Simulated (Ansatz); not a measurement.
**Br− with C2H2: structure and interaction energy**

An exercise on one series of results from a longer session: the logs are not shown, and one member is left open.

Program: Ansatz 0.2.0, Gaussian basis. Level of theory: PBE0-D4 structure, single points in def2-TZVPPD. These are calculated values, not measurements.

Levels: PBE-D4, revPBE-D4, BLYP-D4, r2SCAN-D4, B97M-V, PBE0-D4, B3LYP-D4, HSE06-D4, wB97X-V, wB97M-V, B2PLYP, Hartree-Fock, MP2, CCSD, CCSD(T). The reference is CCSD(T) extrapolated to the basis limit. For elements past Ar these valence bases correlate outer-core shells poorly and lack relativity, so that limit is rough.

Cores are frozen in the correlated methods. Filled d shells of the heavier atoms are correlated. B3LYP uses VWN-RPA correlation. B2PLYP carries no dispersion term here.

163 further runs of the same task are left out: 163 set aside as unsound or not needed.

**Starting geometry**

The pair, from a GFN2-xTB docking trial: 5 atoms, charge -1, spin multiplicity 1.

Atoms are counted from 1 here; the program's logs count them from 0.

Bond lengths: C2–C3 1.196 Å, C2–H4 1.059 Å, C3–H5 1.054 Å. Angles: C3–C2–H4 178.9°, C2–C3–H5 178.3°.

Geometry (Å):

```xyz
5
charge -1, multiplicity 1
Br    0.03590    2.15580   -2.58480
C    -0.07620   -0.16950    0.18260
C     0.04920   -0.91080    1.11260
H    -0.19300    0.47060   -0.65260
H     0.18410   -1.54610    1.94230
```

Atoms 1 to 1 are fragment A (Br−), the rest fragment B (C2H2).

Set-up of the first run:

Input file pre/in.yaml:

```yaml
crystal:
  periodic: [false, false, false]
  atoms:
    - {symbol: Br, position_ang: [0.035900, 2.155800, -2.584800]}
    - {symbol: C, position_ang: [-0.076200, -0.169500, 0.182600]}
    - {symbol: C, position_ang: [0.049200, -0.910800, 1.112600]}
    - {symbol: H, position_ang: [-0.193000, 0.470600, -0.652600]}
    - {symbol: H, position_ang: [0.184100, -1.546100, 1.942300]}
basis:
  gaussian: {orbitals: def2-SVPD}
total_charge: -1
hamiltonian: {xc: pbe, dispersion: d4}
relax: {f_tol: 0.03, max_steps: 250}
```

Command:

```
$ ansatz run in.yaml --threads 2 --pin off --events-out ev --progress --plain --max-ram 5222MiB
```

Among the steps run: A first relaxation in a small basis; Relaxation at PBE0-D4; wB97X-V/def2-TZVPPD; wB97M-V/def2-TZVPPD; B2PLYP/def2-TZVPPD; B97M-V/def2-TZVPPD; CCSD(T)/def2-TZVPPD; MP2/def2-QZVPPD; Hartree-Fock/STO-3G; SPW92/def2-SVP; wB97M-V/def2-SVP; CCSD(T)/def2-SVP; Vibrations of the pair.

One table of the session follows, with a row left open; its other results are not shown here.

```
      method  interaction (kcal/mol)
      PBE-D4                       ?
   revPBE-D4                   -9.32
     BLYP-D4                   -8.97
   r2SCAN-D4                   -9.46
      B97M-V                   -9.17
     PBE0-D4                   -9.90
    B3LYP-D4                   -9.27
    HSE06-D4                   -9.93
     wB97X-V                   -9.11
     wB97M-V                   -9.14
      B2PLYP                   -8.40
Hartree-Fock                   -6.77
         MP2                   -8.72
        CCSD                   -8.08
     CCSD(T)                   -8.44
 CCSD(T)/CBS                   -9.26
```

Q: Estimate the row for PBE-D4 from the others.

The run gave: interaction (kcal/mol): -9.92. In the column «interaction (kcal/mol)» it lies between HSE06-D4 (-9.93) and PBE0-D4 (-9.90).
